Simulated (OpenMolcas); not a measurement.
**GaBH3ClO (SMILES O[B](Cl)[GaH2]) at 6 levels**

Wanted: a comparison of 6 runs (HF/6-31G*, B2PLYP/6-31G*, BLYP/6-31G*, PBE/6-31G*, PBE0/6-31G*, revPBE/6-31G*) of GaBH3ClO. 

Program for the calculation: OpenMolcas 26.06.

1 further run of the same task is left out (set aside as unsound or not needed).

**1. The structure to begin with**

The species is GaBH3ClO (7 atoms), meant as a singlet with charge 0. As SMILES, `O[B](Cl)[GaH2]`. The B2–Cl3 distance was set to 2.325 Å, away from the relaxed value.

Bond lengths: O1–B2 1.344 Å, B2–Ga4 2.095 Å, O1–H5 0.965 Å, Ga4–H6 1.572 Å, Ga4–H7 1.572 Å. Angles: O1–B2–Ga4 123.4°, B2–O1–H5 114.1°, B2–Ga4–H6 121.3°, B2–Ga4–H7 121.3°, H6–Ga4–H7 117.4°. A long bond or contact: B2–Cl3 2.325 Å.

**2. The energy at HF/6-31G(d) (spherical functions) (run 1)**

test.inp reads:

```
&gateway
  baslib = $CurrDir
  coord
  7
  angstrom
  O       -1.124769      -0.907711       1.253619
  B       -0.311169      -0.343511       0.344419
  Cl       0.899000      -1.736200      -1.070500
  Ga      -0.076869       1.727589       0.135719
  H       -1.130169      -1.872911       1.232419
  H       -0.970569       2.553889      -0.859581
  H        1.038731       2.507289       0.923019
  basis = 6-31Gs
  group = NoSym

&seward

&scf
  thresholds = 1e-10 1e-07 1e-07 1e-05
  prorbitals = 1 2
```

The basis set 6-31G* is read from a file made from the Basis Set Exchange's data (not shown).

On the command line:

```console
$ export MOLCAS_MEM=1860
$ pymolcas test.inp > test.log
```

Log:

```text
--- Start Module: gateway ---
[...]
--- Stop Module: gateway /rc=_RC_ALL_IS_WELL_ ---
--- Start Module: seward ---
[...]
      Basis functions           84
--- Stop Module: seward /rc=_RC_ALL_IS_WELL_ ---
[...]
--- Start Module: scf ---
[...]
       Convergence after  13 Iterations
[...]
::    Total SCF energy                              -2483.7569806574
[...]
      Total spin, S                                     0.0000000000
[...]
      Total electronic charge=   64.000000
      Total            charge=   -0.000000
[...]
      Dipole Moment (debye):
      Origin of the operator (angstrom)=    0.0273    0.3231   -0.0219
                   X= -2.4274E+00               Y=  1.4103E+00               Z=  2.7991E+00           Total=  3.9644E+00
      Quadrupole Moment (debye*angstrom):
[...]
--- Stop Module: scf /rc=_RC_ALL_IS_WELL_ ---
[...]
```

It took 4.8 s on 1 thread of Intel Xeon 6975P-C (Granite Rapids), shared host; peak memory 0.46 GiB.

**3. A single-point energy at B2PLYP/6-31G(d) (spherical functions) (run 2)**

coord.xyz reads:

```xyz
7

O     -1.124769    -0.907711     1.253619
B     -0.311169    -0.343511     0.344419
Cl     0.899000    -1.736200    -1.070500
Ga    -0.076869     1.727589     0.135719
H     -1.130169    -1.872911     1.232419
H     -0.970569     2.553889    -0.859581
H      1.038731     2.507289     0.923019
```

test.inp reads:

```
&GATEWAY
BASLIB
$CurrDir
COORD
coord.xyz
BASIS
6-31Gs
GROUP
NoSym
&SEWARD
GRIDINPUT
Grid=UltraFine
End of Grid
&SCF
KSDFT
B2PLYP_SCF
THRESHOLDS
1e-10 1e-07 1e-07 1e-05
PRORBITALS
1 1
&MBPT2
FROZEN
16
```

The basis set 6-31G* is read from a file made from the Basis Set Exchange's data (not shown).

On the command line:

```console
$ export MOLCAS_MEM=1860
$ pymolcas test.inp > test.log
```

Log:

```text
--- Start Module: gateway ---
[...]
--- Stop Module: gateway /rc=_RC_ALL_IS_WELL_ ---
[...]
      Basis functions           84
[...]
--- Start Module: scf ---
[...]
       Convergence after  15 Iterations
[...]
::    Total KS-DFT energy                           -2485.8277951505
[...]
      Total spin, S                                     0.0000000000
[...]
      Total electronic charge=   64.000000
      Total            charge=   -0.000000
[...]
      Dipole Moment (debye):
      Origin of the operator (angstrom)=    0.0273    0.3231   -0.0219
                   X= -2.2989E+00               Y=  1.0913E+00               Z=  2.6441E+00           Total=  3.6698E+00
      Quadrupole Moment (debye*angstrom):
[...]
--- Stop Module: scf /rc=_RC_ALL_IS_WELL_ ---
[...]
--- Start Module: mbpt2 ---
[...]
 ###    WARNING: MP2 implementation intended for RHF references only         ###
 ###############################################################################
MBPT2 WARNING: Reference function according to RunFile:KS-DFT
I'll assume you know what you're doing and continue
WARNING!
Default frozen orbitals as non valence orbitals is overwritten by user input.
Default values:  21
[...]
       Reference weight ( Cref**2 )         =        0.77105
::    Total MBPT2 energy                            -2486.5821414603
[...]
      Total MBPT2 calculations                           0.19      0.22
--- Stop Module: mbpt2 /rc=_RC_ALL_IS_WELL_ ---
[...]
```

Wall time 14 s (1 thread of Intel Xeon 6975P-C (Granite Rapids), shared host); peak memory 0.47 GiB.

Run 3 isn't shown in full; the table further down has it.

**4. The energy at PBE/6-31G(d) (spherical functions) (run 4)**

input.xyz reads:

```xyz
7

O     -1.124769    -0.907711     1.253619
B     -0.311169    -0.343511     0.344419
Cl     0.899000    -1.736200    -1.070500
Ga    -0.076869     1.727589     0.135719
H     -1.130169    -1.872911     1.232419
H     -0.970569     2.553889    -0.859581
H      1.038731     2.507289     0.923019
```

mol.input reads:

```
&GATEWAY
BasLib=$CurrDir
Coord=input.xyz
Basis=6-31Gs
Group=NoSym
&SEWARD
GridInput
Grid=UltraFine
End of Grid
&SCF
KSDFT=PBE
Thresholds=1e-10 1e-07 1e-07 1e-05
PrOrbitals=0
```

The basis set 6-31G* is read from a file made from the Basis Set Exchange's data (not shown).

On the command line:

```console
$ export MOLCAS_MEM=1860
$ pymolcas mol.input > mol.log
```

Log:

```text
--- Start Module: gateway ---
[...]
--- Stop Module: gateway /rc=_RC_ALL_IS_WELL_ ---
--- Start Module: seward ---
[...]
      Basis functions           84
--- Stop Module: seward /rc=_RC_ALL_IS_WELL_ ---
[...]
--- Start Module: scf ---
[...]
       Convergence after  18 Iterations
[...]
::    Total KS-DFT energy                           -2486.0445274208
[...]
      Total spin, S                                     0.0000000000
[...]
      Total electronic charge=   64.000000
      Total            charge=   -0.000000
[...]
      Dipole Moment (debye):
      Origin of the operator (angstrom)=    0.0273    0.3231   -0.0219
                   X= -2.1620E+00               Y=  6.4476E-01               Z=  2.4758E+00           Total=  3.3495E+00
      Quadrupole Moment (debye*angstrom):
[...]
--- Stop Module: scf /rc=_RC_ALL_IS_WELL_ ---
[...]
```

It took 16 s on 1 thread of Intel Xeon 6975P-C (Granite Rapids), shared host; peak memory 0.47 GiB.

Run 5 isn't shown in full; the table further down has it.

**5. The energy at revPBE/6-31G(d) (spherical functions) (run 6)**

geom.xyz reads:

```xyz
7

O     -1.124769    -0.907711     1.253619
B     -0.311169    -0.343511     0.344419
Cl     0.899000    -1.736200    -1.070500
Ga    -0.076869     1.727589     0.135719
H     -1.130169    -1.872911     1.232419
H     -0.970569     2.553889    -0.859581
H      1.038731     2.507289     0.923019
```

calc.inp reads:

```
&GATEWAY
BasLib
$CurrDir
Coord
geom.xyz
Basis
6-31Gs
Group
NoSym
&SEWARD
GridInput
Grid=UltraFine
End of Grid
&SCF
KSDFT
revPBE
Thresholds
1e-10 1e-07 1e-07 1e-05
PrOrbitals
1
```

The basis set 6-31G* is read from a file made from the Basis Set Exchange's data (not shown).

On the command line:

```console
$ export MOLCAS_MEM=1860
$ pymolcas calc.inp > calc.log
```

Log:

```text
--- Start Module: gateway ---
[...]
--- Stop Module: gateway /rc=_RC_ALL_IS_WELL_ ---
--- Start Module: seward ---
[...]
      Basis functions           84
--- Stop Module: seward /rc=_RC_ALL_IS_WELL_ ---
[...]
--- Start Module: scf ---
[...]
       Convergence after  16 Iterations
[...]
::    Total KS-DFT energy                           -2486.3959085223
[...]
      Total spin, S                                     0.0000000000
[...]
      Total electronic charge=   64.000000
      Total            charge=   -0.000000
[...]
      Dipole Moment (debye):
      Origin of the operator (angstrom)=    0.0273    0.3231   -0.0219
                   X= -2.1788E+00               Y=  6.7152E-01               Z=  2.4956E+00           Total=  3.3803E+00
      Quadrupole Moment (debye*angstrom):
[...]
--- Stop Module: scf /rc=_RC_ALL_IS_WELL_ ---
[...]
```

Wall time 14 s (1 thread of Intel Xeon 6975P-C (Granite Rapids), shared host); peak memory 0.46 GiB.

**6. The series**

```
run                                level  frozen core orbitals  integration grid   energy (Eh)  dipole moment (D)  HOMO energy (eV)  LUMO energy (eV)  wall time
  1      HF/6-31G* (spherical functions)                     –                 –  -2483.756981               3.96            -10.80              0.41      4.8 s
  2  B2PLYP/6-31G* (spherical functions)                    16         UltraFine  -2486.031469               3.67             -8.97             -1.34       14 s
  3    BLYP/6-31G* (spherical functions)                     –         UltraFine  -2486.686669               3.32             -6.39             -3.05       16 s
  4     PBE/6-31G* (spherical functions)                     –         UltraFine  -2486.044527               3.35             -6.59             -3.14       16 s
  5    PBE0/6-31G* (spherical functions)                     –         UltraFine  -2486.125224               3.52             -7.92             -2.38       14 s
  6  revPBE/6-31G* (spherical functions)                     –         UltraFine  -2486.395909               3.38             -6.54             -3.04       14 s
```

**7. Outcome**

```
            quantity           value
 run 6: total energy  -2486.39591 Eh
run 6: dipole moment          3.38 D
  run 6: HOMO energy        -6.54 eV
  run 6: LUMO energy        -3.04 eV
run 6: HOMO–LUMO gap         3.51 eV
```

In words: The dipole moment (its size) runs from 3.32 D (BLYP/6-31G*) to 3.96 D (HF/6-31G*). The HOMO–LUMO gap runs from 3.34 eV (BLYP/6-31G*) to 11.21 eV (HF/6-31G*). Exact exchange widens orbital gaps. For B2PLYP the log adds the whole second-order term; the table takes 0.27 of it, as the functional is defined. Totals of different functionals can't be ranked against each other. All runs together took 78 s, the longest 16 s.
